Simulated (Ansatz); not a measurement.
# H8O2Si2: the cost of one run

Method: RKS PBE0-D4/def2-SVP, in Ansatz 0.2.0.

**1. The starting structure**

Bond lengths: Si1–H3 1.452 Å, Si1–H4 1.446 Å, Si1–O5 1.621 Å, Si1–O7 2.066 Å, O7–Si8 1.610 Å, O5–H9 0.956 Å, Si8–H10 1.463 Å, Si8–H11 1.468 Å, Si8–H12 1.466 Å. Angles: H3–Si1–H4 130.2°, H3–Si1–O5 107.5°, H3–Si1–O7 102.8°, H4–Si1–O5 94.6°, H4–Si1–O7 119.2°, O5–Si1–O7 95.4°, Si1–O5–H9 124.2°, Si1–O7–Si8 143.0°, O7–Si8–H10 106.0°, O7–Si8–H11 109.0°, O7–Si8–H12 109.4°, H10–Si8–H11 111.3°, H10–Si8–H12 111.5°, H11–Si8–H12 109.5°.

Structure file:

```xyz
12

Si   -0.5029   -0.3494    1.4544
H     1.2576    0.2131    1.7865
H    -0.0740   -1.7095    1.7262
H    -0.9506    0.6864    2.3582
O    -1.9069   -0.4323    0.6477
H     1.3999    0.3467    0.8260
O     0.6352    0.1700   -0.1893
Si    0.5559    0.4404   -1.7747
H    -2.0329   -0.9225   -0.1628
H     1.4962    1.5284   -2.0451
H     0.9374   -0.7837   -2.4887
H    -0.8150    0.8123   -2.1385
```

**2. A restrained relaxation towards end A**

Springs on the bonds that form and break draw the guess towards this end; the thresholds are loose.

input.yaml

```yaml
crystal:
  periodic: [false, false, false]
  atoms:
    - { symbol: Si, position_ang: [-0.5029, -0.3494, 1.4544] }
    - { symbol: H, position_ang: [1.2576, 0.2131, 1.7865] }
    - { symbol: H, position_ang: [-0.074, -1.7095, 1.7262] }
    - { symbol: H, position_ang: [-0.9506, 0.6864, 2.3582] }
    - { symbol: O, position_ang: [-1.9069, -0.4323, 0.6477] }
    - { symbol: H, position_ang: [1.3999, 0.3467, 0.826] }
    - { symbol: O, position_ang: [0.6352, 0.17, -0.1893] }
    - { symbol: Si, position_ang: [0.5559, 0.4404, -1.7747] }
    - { symbol: H, position_ang: [-2.0329, -0.9225, -0.1628] }
    - { symbol: H, position_ang: [1.4962, 1.5284, -2.0451] }
    - { symbol: H, position_ang: [0.9374, -0.7837, -2.4887] }
    - { symbol: H, position_ang: [-0.815, 0.8123, -2.1385] }
basis:
  gaussian: { orbitals: def2-SVP }
hamiltonian:
  xc: pbe0
  dispersion: d4
relax:
  f_tol: 0.15
  max_steps: 25
  restrain:
    - { distance: [0, 6], at: 3.07, k: 30.0 }
    - { distance: [5, 1], at: 1.92, k: 30.0 }
    - { distance: [0, 1], at: 1.42, k: 30.0 }
    - { distance: [5, 6], at: 0.97, k: 30.0 }
```

On the command line:

```sh
$ ansatz run input.yaml --threads 2 --pin off --max-ram 3072MiB --backend cpu --events-out ev --progress --plain --runs-dir out
```

**Question.** How long does this run take on 2 threads of Intel Xeon Platinum 8175M at 2.50GHz (Skylake/Cascade Lake), shared host, and how much memory does it need?

About 58 s, with a peak of 0.25 GiB.
